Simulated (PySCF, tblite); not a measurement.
# B₁₂N₁₃H₃₂+: electronic excitations, NMR shifts

Wanted: electronic excitations, NMR shifts for B₁₂N₁₃H₃₂+.

Computed with tblite 0.8.0 and PySCF 2.14.0 and routines of our own; the level stands in each step. Atoms count from 0.

## Step 1: The system as given

57 atoms, charge 1, multiplicity 1; geometry from: force field, distance geometry or constructed start.

## Step 2: Geometry optimisation with GFN2-xTB

Job settings and geometry (Å):

```
{"job": {"kind": "relax", "xc": "GFN2-xTB", "basis": "xTB"}, "charge": 1, "multiplicity": 1}
N     -2.865200    -1.294200     0.924500
B     -2.873300    -1.289800    -0.646100
N     -2.864900     0.181100    -1.160000
B     -2.870800     0.187800     1.441700
N      0.963200    -2.031500    -1.157600
N     -1.595300    -2.030800    -1.163600
N      2.242400    -1.290700     0.922800
B      2.245700    -1.289700    -0.637700
N     -0.311200    -1.294500     0.925700
B     -0.316700    -1.293200    -0.637600
B      0.962100    -2.031500     1.445800
B     -1.594500    -2.032300     1.447900
N      0.960800     2.397800    -1.156000
N      2.244500     0.182800    -1.163700
N     -1.594200     2.402200    -1.160800
N     -0.315800     0.184000    -1.154700
N      3.520800     0.923200     0.927000
B      3.519300     0.917900    -0.640200
B     -0.314500     3.136800    -0.636700
N      0.967000     0.922200     0.928800
B      0.961900     0.925100    -0.637700
B      2.241400     0.184900     1.447700
N     -1.588600     0.925900     0.932700
B     -1.596200     0.917000    -0.640700
B     -0.313400     0.186000     1.448800
H     -3.725400    -1.783600     1.275300
H     -3.824700    -1.841700    -1.029900
H     -2.870700     0.184000    -2.199800
H     -3.718700     0.674100    -0.816300
H     -3.824300     0.735300     1.061300
H     -2.866500     0.184000     2.616800
H      0.962300    -2.029000    -2.200800
H      0.963200    -3.010800    -0.816200
H     -1.589900    -2.031600    -2.197300
H     -1.590800    -3.009100    -0.817600
H      3.091900    -1.780500     1.269900
H      3.196800    -1.843900    -1.033300
H      0.965100    -2.027800     2.615300
H      0.965300    -3.137300     1.057800
H     -1.596800    -2.026900     2.619100
H     -1.592100    -3.135700     1.061700
H      0.970100     2.391500    -2.197300
H      1.818200     2.888400    -0.817900
H      2.244900     0.182900    -2.202800
H     -2.444900     2.889100    -0.811900
H     -1.593900     2.398700    -2.204400
H     -0.311500     0.183500    -2.201600
H      3.520100     1.904400     1.275100
H      4.371100     0.431400     1.273000
H      3.522300     2.025100    -1.027200
H      4.474800     0.362500    -1.026100
H     -0.307300     4.239400    -1.029500
H     -0.314300     3.134600     0.530900
H      0.960800     1.900200     1.269800
H      2.243000     0.182500     2.619400
H     -1.592500     1.904800     1.273400
H     -0.307300     0.177700     2.616000
```

Command:

```bash
$ OMP_NUM_THREADS=2 python large_run.py task.json out
```

This one command runs all jobs of the session in turn.

The program printed:

```text
step      E/eV     max force
  0   -1891.65403    2.173
  1   -1892.37490    0.833
  2   -1892.63448    0.650
  3   -1892.76688    0.772
  4   -1892.87668    0.510
  5   -1892.91403    0.318
  6   -1892.93894    0.296
  7   -1892.95683    0.264
  8   -1892.97470    0.230
  9   -1892.98878    0.229
 10   -1892.99991    0.188
 11   -1893.00910    0.170
 12   -1893.01765    0.152
 13   -1893.02546    0.171
 14   -1893.03192    0.147
 15   -1893.03690    0.159
 16   -1893.04106    0.126
 17   -1893.04482    0.105
 18   -1893.04816    0.094
 19   -1893.05108    0.116
 20   -1893.05374    0.116
 21   -1893.05623    0.096
 22   -1893.05845    0.070
 23   -1893.06023    0.062
 24   -1893.06165    0.054
 25   -1893.06287    0.056
 26   -1893.06395    0.053
 27   -1893.06485    0.043
 28   -1893.06557    0.035
 29   -1893.06613    0.039
 30   -1893.06658    0.037
 31   -1893.06692    0.026
 32   -1893.06717    0.025
 33   -1893.06740    0.030
 34   -1893.06763    0.025
 35   -1893.06783    0.020
 36   -1893.06798    0.017
```

It took 2 s on 2 threads of Arm Neoverse N1, shared host; peak memory 0.16 GiB.

Step by step:

```csv
step,energy from step 0 (eV),largest force (eV/Å)
0,0.0000,2.1729
1,-0.7209,0.8329
2,-0.9805,0.6497
3,-1.1128,0.7718
4,-1.2227,0.5107
5,-1.2600,0.3178
6,-1.2849,0.2957
7,-1.3028,0.2637
8,-1.3207,0.2299
10,-1.3459,0.1875
12,-1.3636,0.1523
14,-1.3779,0.1474
16,-1.3870,0.1263
18,-1.3941,0.0942
21,-1.4022,0.0958
23,-1.4062,0.0613
25,-1.4088,0.0564
27,-1.4108,0.0431
29,-1.4121,0.0392
32,-1.4131,0.0252
33,-1.4134,0.0298
34,-1.4136,0.0249
35,-1.4138,0.0203
36,-1.4140,0.0175
```

Distances of close pairs at the start and the end, largest changes first:

```
   bond  before (Å)  after (Å)  change (Å)
N22–B23       1.573      1.509      -0.064
  N8–B9       1.563      1.505      -0.058
  B1–N2       1.558      1.608      +0.050
 B3–H29       1.163      1.213      +0.049
  N0–B1       1.571      1.526      -0.045
 N6–B10       1.569      1.613      +0.044
N19–B20       1.567      1.523      -0.043
 N0–B11       1.560      1.603      +0.043
```

The next job starts from the end point, and lists it.

## Step 3: Electronic excitations: TDA CAM-B3LYP/6-31G*

Job settings and geometry (Å):

```
{"job": {"kind": "uv", "basis": "6-31G*", "grid": 1, "kgrid": 0, "vcut": 1.5, "nstates": 6, "ntriplets": 2, "tda": true, "delta": ["ip_vertical"], "pop": true, "xc": "CAM-B3LYP"}, "charge": 1, "multiplicity": 1}
N     -2.866213    -1.280651     0.860805
B     -2.918550    -1.322380    -0.663343
N     -2.836406     0.190448    -1.201675
B     -2.922762     0.171059     1.464186
N      0.960535    -1.985336    -1.182351
N     -1.584528    -2.010159    -1.181703
N      2.223776    -1.274156     0.886517
B      2.298058    -1.274262    -0.653032
N     -0.318711    -1.322382     0.902585
B     -0.311678    -1.289744    -0.601936
B      0.954079    -2.077284     1.472228
B     -1.608821    -2.072241     1.463036
N      0.934040     2.408878    -1.141149
N      2.243113     0.214719    -1.151581
N     -1.597464     2.418102    -1.123926
N     -0.312440     0.201373    -1.155403
N      3.522559     0.901494     0.902453
B      3.583539     0.955012    -0.679132
B     -0.312585     3.290206    -0.716169
N      0.969968     0.859926     0.906149
B      0.985505     0.916796    -0.615787
B      2.242126     0.147632     1.479366
N     -1.589671     0.857450     0.893337
B     -1.579961     0.922082    -0.614529
B     -0.328324     0.104843     1.477840
H     -3.658395    -1.765817     1.260457
H     -3.869343    -1.852342    -1.144021
H     -2.944100     0.234042    -2.210827
H     -3.659988     0.609823    -0.766417
H     -3.885677     0.784422     1.055792
H     -2.899591     0.154188     2.641959
H      0.983660    -2.130103    -2.187509
H      1.011589    -2.894728    -0.717537
H     -1.592027    -2.194482    -2.180958
H     -1.609820    -2.903504    -0.677698
H      3.006679    -1.788278     1.267713
H      3.233857    -1.846265    -1.109667
H      0.984125    -2.033538     2.648773
H      0.998665    -3.212650     1.077878
H     -1.640049    -2.033638     2.637898
H     -1.637940    -3.212391     1.066500
H      1.027802     2.429939    -2.153648
H      1.767249     2.881137    -0.794878
H      2.294678     0.217812    -2.164308
H     -2.391731     2.903459    -0.715012
H     -1.713601     2.480553    -2.132286
H     -0.301409     0.185382    -2.172204
H      3.578466     1.832851     1.300067
H      4.339179     0.408473     1.244977
H      3.584319     2.090760    -1.058515
H      4.519518     0.354943    -1.089478
H     -0.322099     4.302138    -1.335066
H     -0.310461     3.460033     0.455602
H      0.927306     1.789262     1.306204
H      2.274186     0.174412     2.660464
H     -1.587924     1.778080     1.313166
H     -0.323575     0.156853     2.650983
```

With the program's defaults for keys left out, this is: TDA CAM-B3LYP/6-31G*, vertical, gas phase, core orbitals frozen in the response, virtual orbitals cut by energy.

The program printed:

```text
start: PBE on a coarse grid of 42464 points
cycle   1  E = -1028.4018317581  dE =  3.739e+00  |g| = 1.141e+00  |ddm| = 6.962e+00
cycle   2  E = -1027.7232743481  dE =  6.786e-01  |g| = 2.033e+00  |ddm| = 4.722e+00
cycle   3  E = -1028.7377059664  dE = -1.014e+00  |g| = 3.736e-01  |ddm| = 3.678e+00
cycle   4  E = -1028.7679789013  dE = -3.027e-02  |g| = 1.169e-01  |ddm| = 5.189e-01
cycle   5  E = -1028.7707053515  dE = -2.726e-03  |g| = 3.551e-02  |ddm| = 1.284e-01
cycle   6  E = -1028.7709565539  dE = -2.512e-04  |g| = 1.407e-02  |ddm| = 4.331e-02
cycle   7  E = -1028.7709994690  dE = -4.292e-05  |g| = 2.710e-03  |ddm| = 1.447e-02
final grid: 179116 points
cycle   8  E = -1029.3841337672  dE = -1.851e-02  |g| = 8.230e-02  |ddm| = 5.239e-01
cycle   9  E = -1029.3848947136  dE = -7.609e-04  |g| = 6.196e-02  |ddm| = 1.261e-01
cycle  10  E = -1029.3856867648  dE = -7.921e-04  |g| = 9.658e-03  |ddm| = 4.711e-02
cycle  11  E = -1029.3857035995  dE = -1.683e-05  |g| = 5.136e-03  |ddm| = 1.478e-02
cycle  12  E = -1029.3857114262  dE = -7.827e-06  |g| = 5.838e-04  |ddm| = 6.874e-03
cycle  13  E = -1029.3857116397  dE = -2.136e-07  |g| = 2.107e-04  |ddm| = 9.139e-04
cycle  14  E = -1029.3857114523  dE =  1.874e-07  |g| = 7.138e-05  |ddm| = 2.978e-04
converged SCF energy = -1029.3857114523
Vertical ionisation energy (delta-SCF) = 11.9269 eV   <S^2> = 0.754

Static polarisability (au): isotropic 198.617, principal 184.042 200.437 211.371

Singlet excitations
state   eV       nm        f      main configurations
  1   7.0378    176.2   0.00029   H->L 0.85
  2   7.2941    170.0   0.00291   H-2->L 0.78
  3   7.3972    167.6   0.00184   H-1->L 0.82
  4   7.8132    158.7   0.00713   H-3->L 0.59, H->L+1 0.10
  5   7.9229    156.5   0.00147   H-4->L 0.42, H-5->L 0.21
  6   8.0896    153.3   0.03655   H-5->L 0.44, H->L+1 0.15, H-3->L 0.10

Triplet excitations (Tamm-Dancoff, eV): 6.9713 7.2158
```

Run time: 6.6 min. Hardware: 2 threads of Arm Neoverse N1, shared host; peak memory 1.6 GiB.

Frontier orbitals and where they lie:

| orbital | eV | atoms |
| --- | --- | --- |
| HOMO−4 | -12.50 | B3 12 %, B17 9 %, H30 9 % |
| HOMO−3 | -12.32 | N6 11 %, N8 11 %, B11 8 % |
| HOMO−2 | -11.71 | B3 15 %, B11 11 %, N0 11 % |
| HOMO−1 | -11.55 | B10 35 %, H37 20 %, H38 18 % |
| HOMO | -11.32 | B11 27 %, H40 18 %, H39 12 % |
| LUMO | -2.22 | H46 22 %, N15 10 %, H45 10 % |
| LUMO+1 | -1.10 | H45 14 %, N14 13 %, H31 11 % |
| LUMO+2 | -1.01 | H41 15 %, H33 12 %, N12 12 % |
| LUMO+3 | -0.46 | H47 12 %, N16 9 %, H42 8 % |

With each of the 6 states as a Gaussian band of 0.4 eV half-width at 1/e, the curve within the window shown has maxima at 154 nm (ε 1,700) L/(mol cm). Beyond the last state computed it falls off for lack of states. The curve at chosen wavelengths:

(nm, ε (L/mol/cm)): (148, 895), (150, 1290), (152, 1598), (153, 1689), (155, 1718), (157, 1562), (159, 1295), (160, 1147), (162, 865), (164, 638), (166, 475), (167, 414), (169, 323), (171, 258), (173, 206), (174, 182), (176, 139), (178, 102), (180, 72), (181, 59), (183, 38), (185, 24), (187, 14), (188, 11), (190, 6), (192, 3)

Further results of this job:

```csv
property,computed
polarisability (Å³),29.43
HOMO–LUMO gap (eV),9.10
−ε(HOMO) (eV),11.32
```

## Step 4: NMR shifts: GIAO KT3/pcSseg-1

The job, as its differences from that of step 3:

```diff
@@ -1,2 +1,2 @@
-{"job": {"kind": "uv", "basis": "6-31G*", "grid": 1, "kgrid": 0, "vcut": 1.5, "nstates": 6, "ntriplets": 2, "tda": true, "delta": ["ip_vertical"], "pop": true, "xc": "CAM-B3LYP"}, "charge": 1, "multiplicity": 1}
+{"job": {"kind": "nmr", "xc": "KT3", "basis": "pcSseg-1", "pop": false}, "charge": 1, "multiplicity": 1}
 N     -2.866213    -1.280651     0.860805
```

Level: GIAO KT3/pcSseg-1 NMR shielding, non-relativistic, gas phase.

The program printed:

```text
start: PBE on a coarse grid of 42464 points
cycle   1  E = -1027.9953155284  dE =  3.675e+00  |g| = 1.131e+00  |ddm| = 7.340e+00
cycle   2  E = -1027.0659384001  dE =  9.294e-01  |g| = 2.210e+00  |ddm| = 5.907e+00
cycle   3  E = -1028.3104174789  dE = -1.244e+00  |g| = 4.245e-01  |ddm| = 5.119e+00
cycle   4  E = -1028.3486719352  dE = -3.825e-02  |g| = 1.464e-01  |ddm| = 6.948e-01
cycle   5  E = -1028.3526255737  dE = -3.954e-03  |g| = 4.908e-02  |ddm| = 1.775e-01
cycle   6  E = -1028.3531053294  dE = -4.798e-04  |g| = 1.676e-02  |ddm| = 6.368e-02
cycle   7  E = -1028.3531637607  dE = -5.843e-05  |g| = 3.920e-03  |ddm| = 1.926e-02
final grid: 376428 points
cycle   8  E = -1046.0822676142  dE = -5.737e-02  |g| = 1.124e-01  |ddm| = 1.017e+00
cycle   9  E = -1046.0794014158  dE =  2.866e-03  |g| = 1.641e-01  |ddm| = 2.211e-01
cycle  10  E = -1046.0848751596  dE = -5.474e-03  |g| = 1.915e-02  |ddm| = 1.298e-01
cycle  11  E = -1046.0849533632  dE = -7.820e-05  |g| = 6.411e-03  |ddm| = 3.660e-02
cycle  12  E = -1046.0849622487  dE = -8.885e-06  |g| = 1.813e-03  |ddm| = 1.121e-02
cycle  13  E = -1046.0849619128  dE =  3.358e-07  |g| = 5.088e-04  |ddm| = 2.547e-03
cycle  14  E = -1046.0849613719  dE =  5.409e-07  |g| = 1.141e-04  |ddm| = 6.402e-04
cycle  15  E = -1046.0849632387  dE = -1.867e-06  |g| = 4.784e-05  |ddm| = 2.166e-04
converged SCF energy = -1046.0849632387

GIAO shielding tensors (ppm)
atom      isotropic    diamagn.    paramagn.     s11        s22        s33       span
  0 N      227.623     325.639     -98.016    204.100    210.641    268.128     64.028
  1 B      108.384     195.343     -86.960    102.466    110.692    111.993      9.526
  2 N      199.436     324.904    -125.469    178.372    198.234    221.701     43.328
  3 B      114.782     192.720     -77.938    110.705    112.422    121.219     10.514
  4 N      196.583     327.222    -130.639    173.705    195.791    220.253     46.548
  5 N      198.648     326.184    -127.535    174.366    199.097    222.482     48.116
  6 N      220.109     328.220    -108.111    201.705    209.377    249.246     47.541
  7 B      108.664     199.548     -90.884    104.013    107.001    114.979     10.966
  8 N      225.328     327.163    -101.835    205.664    230.033    240.286     34.622
  9 B      105.811     195.586     -89.775    102.223    103.200    112.011      9.788
 10 B      114.614     196.282     -81.668    107.973    111.218    124.651     16.678
 11 B      113.347     194.944     -81.597    108.006    110.101    121.934     13.927
 12 N      201.174     324.975    -123.801    179.063    200.720    223.738     44.675
 13 N      203.634     328.227    -124.593    176.389    188.256    246.259     69.870
 14 N      201.401     322.555    -121.154    182.012    210.695    211.496     29.484
 15 N      192.165     333.116    -140.951    169.889    183.696    222.909     53.019
 16 N      214.084     320.639    -106.555    197.361    219.260    225.630     28.269
 17 B      116.628     190.813     -74.185    108.717    114.970    126.197     17.480
 18 B      118.390     194.302     -75.913    106.827    120.174    128.168     21.341
 19 N      204.590     333.519    -128.929    189.106    197.920    226.743     37.637
 20 B      107.380     195.307     -87.927    103.824    106.743    111.573      7.749
 21 B      110.988     197.744     -86.755    107.638    111.681    113.646      6.008
 22 N      212.679     330.476    -117.797    195.824    199.371    242.841     47.016
 23 B      107.694     195.268     -87.574    103.909    108.779    110.395      6.487
 24 B      106.772     205.410     -98.638    104.340    107.025    108.950      4.611
 25 H       30.421      28.260       2.161     23.162     23.810     44.291     21.129
 26 H       28.258      28.464      -0.206     25.163     25.767     33.843      8.681
 27 H       30.872      33.921      -3.050     25.977     26.739     39.899     13.921
 28 H       26.531      34.800      -8.268     19.353     23.844     36.396     17.043
 29 H       28.927      32.260      -3.333     25.609     26.940     34.233      8.623
 30 H       28.682      29.800      -1.118     25.414     26.700     33.931      8.517
 31 H       30.864      36.189      -5.325     25.817     26.827     39.947     14.131
 32 H       26.307      36.841     -10.533     19.415     24.120     35.388     15.973
 33 H       30.787      34.815      -4.028     25.525     26.730     40.105     14.580
 34 H       25.731      35.704      -9.973     18.432     23.669     35.092     16.660
 35 H       30.396      32.554      -2.159     23.210     24.729     43.249     20.039
 36 H       28.425      31.931      -3.506     24.633     26.988     33.654      9.021
 37 H       29.074      31.998      -2.924     24.757     28.744     33.722      8.966
 38 H       29.199      34.508      -5.309     25.555     28.199     33.844      8.290
 39 H       28.963      30.909      -1.946     24.849     28.385     33.656      8.807
 40 H       29.103      33.703      -4.600     25.580     28.086     33.643      8.062
 41 H       30.215      34.864      -4.648     24.632     27.349     38.665     14.033
 42 H       27.908      34.338      -6.430     19.621     26.251     37.853     18.232
 43 H       32.112      38.069      -5.957     26.534     28.325     41.477     14.943
 44 H       29.470      31.866      -2.396     23.834     25.762     38.815     14.982
 45 H       30.073      32.982      -2.908     24.459     26.885     38.876     14.417
 46 H       32.830      44.372     -11.543     29.561     29.899     39.029      9.468
 47 H       29.646      30.270      -0.623     24.030     25.571     39.338     15.308
 48 H       29.269      27.718       1.551     23.556     24.234     40.017     16.460
 49 H       29.194      30.813      -1.619     25.328     28.411     33.842      8.513
 50 H       29.048      28.679       0.369     24.804     27.843     34.496      9.692
 51 H       28.931      28.204       0.728     23.876     28.154     34.765     10.889
 52 H       29.193      34.197      -5.004     25.876     28.334     33.368      7.491
 53 H       30.437      40.730     -10.293     24.800     27.278     39.231     14.431
 54 H       28.589      32.422      -3.832     24.642     28.135     32.992      8.350
 55 H       30.536      38.453      -7.917     24.098     27.095     40.415     16.317
 56 H       28.504      35.685      -7.181     25.107     28.328     32.076      6.968
```

Wall time 2 min (2 threads of Arm Neoverse N1, shared host); peak memory 1.6 GiB.

The references, computed at this level on geometries of the same kind, shield at (ppm): $^{1}$H TMS 31.76, $^{15}$N NH3 264.4, $^{11}$B BF3·OEt2 100.0. Their shielding less the atom's gives the shift. The references are single molecules in the gas phase, so shifts against H2O, NH3, PH3, H3PO4 or CFCl3 are not on the usual liquid scales and can be off by tens of ppm.

| atoms | environment | σ (ppm) | δ (ppm) |
| --- | --- | --- | --- |
| H34 | hydrogen on a nitrogen bonded to 2 B | 25.73 | 6.03 |
| H32 | hydrogen on a nitrogen bonded to 2 B | 26.31 | 5.45 |
| H28 | hydrogen on a nitrogen bonded to 2 B | 26.53 | 5.23 |
| H42 | hydrogen on a nitrogen bonded to 2 B | 27.91 | 3.85 |
| H26 | hydrogen on a boron bonded to 3 N | 28.26 | 3.50 |
| H36 | hydrogen on a boron bonded to 3 N | 28.43 | 3.34 |
| H56 | hydrogen on a boron bonded to 3 N | 28.50 | 3.26 |
| H54 | hydrogen on a boron bonded to 3 N | 28.59 | 3.17 |
| H30 | hydrogen on a boron bonded to 2 N | 28.68 | 3.08 |
| H29 | hydrogen on a boron bonded to 2 N | 28.93 | 2.83 |
| H51 | hydrogen on a boron bonded to 2 N | 28.93 | 2.83 |
| H39 | hydrogen on a boron bonded to 2 N | 28.96 | 2.80 |
| H50 | hydrogen on a boron bonded to 2 N | 29.05 | 2.71 |
| H37 | hydrogen on a boron bonded to 2 N | 29.07 | 2.69 |
| H40 | hydrogen on a boron bonded to 2 N | 29.10 | 2.66 |
| H52 | hydrogen on a boron bonded to 2 N | 29.19 | 2.57 |
| H49 | hydrogen on a boron bonded to 2 N | 29.19 | 2.57 |
| H38 | hydrogen on a boron bonded to 2 N | 29.20 | 2.56 |
| H48 | hydrogen on a nitrogen bonded to 2 B | 29.27 | 2.49 |
| H44 | hydrogen on a nitrogen bonded to 2 B | 29.47 | 2.29 |
| H47 | hydrogen on a nitrogen bonded to 2 B | 29.65 | 2.11 |
| H45 | hydrogen on a nitrogen bonded to 2 B | 30.07 | 1.69 |
| H41 | hydrogen on a nitrogen bonded to 2 B | 30.22 | 1.54 |
| H35 | hydrogen on a nitrogen bonded to 3 B | 30.40 | 1.36 |
| H25 | hydrogen on a nitrogen bonded to 3 B | 30.42 | 1.34 |
| H53 | hydrogen on a nitrogen bonded to 3 B | 30.44 | 1.32 |
| H55 | hydrogen on a nitrogen bonded to 3 B | 30.54 | 1.22 |
| H33 | hydrogen on a nitrogen bonded to 2 B | 30.79 | 0.97 |
| H31 | hydrogen on a nitrogen bonded to 2 B | 30.86 | 0.90 |
| H27 | hydrogen on a nitrogen bonded to 2 B | 30.87 | 0.89 |
| H43 | hydrogen on a nitrogen bonded to 3 B | 32.11 | -0.35 |
| H46 | hydrogen on a nitrogen bonded to 3 B | 32.83 | -1.07 |
| N15 | nitrogen bonded to 3 B, H | 192.2 | 72.2 |
| N4 | nitrogen bonded to 2 B, 2 H | 196.6 | 67.8 |
| N5 | nitrogen bonded to 2 B, 2 H | 198.6 | 65.7 |
| N2 | nitrogen bonded to 2 B, 2 H | 199.4 | 65.0 |
| N12 | nitrogen bonded to 2 B, 2 H | 201.2 | 63.2 |
| N14 | nitrogen bonded to 2 B, 2 H | 201.4 | 63.0 |
| N13 | nitrogen bonded to 3 B, H | 203.6 | 60.8 |
| N19 | nitrogen bonded to 3 B, H | 204.6 | 59.8 |

Ring of atoms N0, B1, N2, B3, N22, B23: NICS(0) -3.5, NICS(1) -3.0, NICS(1)zz -4.0 ppm (means of both faces).

Ring of atoms N0, B1, N5, N8, B9, B11: NICS(0) -3.6, NICS(1) -3.2, NICS(1)zz -3.0 ppm (means of both faces).

Ring of atoms N0, B3, N8, B11, N22, B24: NICS(0) -3.3, NICS(1) -2.1, NICS(1)zz 1.7 ppm (means of both faces).

## Step 5: Summary of results

```
                                       quantity                                                                                            value
              lowest singlet (CAM-B3LYP/6-31G*)                                                                      7.04 eV (176 nm), f = 0.000
       brightest single state of those computed                                                                      state 6, 8.09 eV, f = 0.037
                                 lowest triplet                                                                                          6.97 eV
      $^{1}$H shifts against TMS (KT3/pcSseg-1)  6.03, 5.45, 5.23, 3.85, 3.50, 3.34, 3.26, 3.17, 3.08, 2.83, 2.83, 2.80, 2.71, 2.69 ppm and more
     $^{15}$N shifts against NH3 (KT3/pcSseg-1)                 72.2, 67.8, 65.7, 65.0, 63.2, 63.0, 60.8, 59.8, 51.7, 50.3, 44.3, 39.1, 36.8 ppm
$^{11}$B shifts against BF3·OEt2 (KT3/pcSseg-1)                 -5.8, -6.8, -7.4, -7.7, -8.4, -8.7, -11.0, -13.4, -14.6, -14.8, -16.7, -18.4 ppm
```

**Reading.** The first singlet state (HOMO→LUMO 0.85) lies at 7.04 eV and is dark; of the 6 states computed, the strongest absorption comes from state 6 at 8.09 eV (the last computed, so partners may be missing). The lowest triplet lies 0.07 eV below the lowest singlet. The basis of CAM-B3LYP/6-31G* has no diffuse functions, so Rydberg states are missing and the high states are unreliable. At KT3/pcSseg-1: The widest tensor belongs to N13: span 70 ppm, with a paramagnetic part of -125 ppm.
